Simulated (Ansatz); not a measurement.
## CH4ClGeO, SMILES [CH3][GeH]([O])[Cl]: a ladder of methods at one geometry, step by step

With Ansatz 0.2.0 through its Python package.

Typed at the interpreter:
```pycon
>>> from pathlib import Path
>>> import ansatz as az
>>> from ase import Atoms
>>> import numpy as np
>>> atoms = Atoms(['C', 'Ge', 'O', 'Cl', 'H', 'H', 'H', 'H'], positions=[
...     (-0.1929, 0.9833, -0.0822),
...     (0.1726, -0.8527, 0.1856),
...     (1.8797, -1.0202, 0.5674),
...     (-0.1941, -1.9515, -1.6206),
...     (-1.3161, 1.127, -0.3568),
...     (-0.0141, 1.615, 0.8282),
...     (0.3963, 1.4234, -0.9285),
...     (-0.6393, -1.3813, 1.3511),
... ])
>>> molecule = az.Crystal.molecule_from_ase(atoms)
>>> calculation = molecule.calculation()
>>> calculation = calculation.basis(gaussian='def2-SVP')
>>> calculation = calculation.spin('collinear', total=1)
>>> print('functional    E (Ha)        dipole (D)   HOMO (eV)  LUMO (eV)')
functional    E (Ha)        dipole (D)   HOMO (eV)  LUMO (eV)
>>> for name in ['pbe', 'hse06', 'blyp', 'hf', 'r2scan', 'lc_wpbe']:
...     report = calculation.functional(name).forces().orbitals().run(threads=1, runs_dir='runs').report
...     lines = Path(report['orbitals_path']).read_text().splitlines()
...     field_of = lambda key: [line.split('=')[1].strip() for line in lines if line.startswith(key)]
...     orbitals = [(27.211386 * float(e), s, float(n)) for e, s, n in zip(field_of('Ene='), field_of('Spin='), field_of('Occup='))]
...     homo = max(e for e, _, n in orbitals if n > 0.5)
...     lumo = min(e for e, _, n in orbitals if n < 0.5)
...     dipole = 4.803205 * np.linalg.norm(report['charge_distribution']['dipole_moment_e_ang'])
...     print(f'{name:10s} {report["free_energy_ev"] / 27.211386246:14.6f} {dipole:9.3f} {homo:11.3f} {lumo:10.3f}')
...
pbe          -2651.782199     2.960      -6.710     -5.984
hse06        -2651.873248     2.844      -8.197     -4.700
blyp         -2652.431860     2.896      -6.543     -5.870
hf           -2649.443197     2.823     -12.129      1.833
r2scan       -2652.333870     2.924      -7.294     -5.380
lc_wpbe      -2651.960047     2.829     -11.518     -1.701
```

Reading the output:
- These settings explore the input space; basis and method may be short of convergence.
- The geometry is a force-field or estimated start, not a minimum of this method, and the basis set is short of its limit. A lower total doesn't mark the better method: functionals have no common bound, and MP2 and coupled cluster aren't variational.
- The species is open-shell (spin multiplicity 2).
- Levels such as HOMO and LUMO are orbital energies: with these approximate functionals they aren't the ionisation energy and electron affinity, and their gap isn't the fundamental gap.
- hse06 follows the composition of plane-wave codes, whose totals differ by tens of mHa, up to about 0.1 Ha, from the form usual in Gaussian-basis programs (wpbeh).
- Hardware and time: 3.6 min on 1 thread of Arm Neoverse N1, with other jobs on the host, peak memory 0.46 GiB.
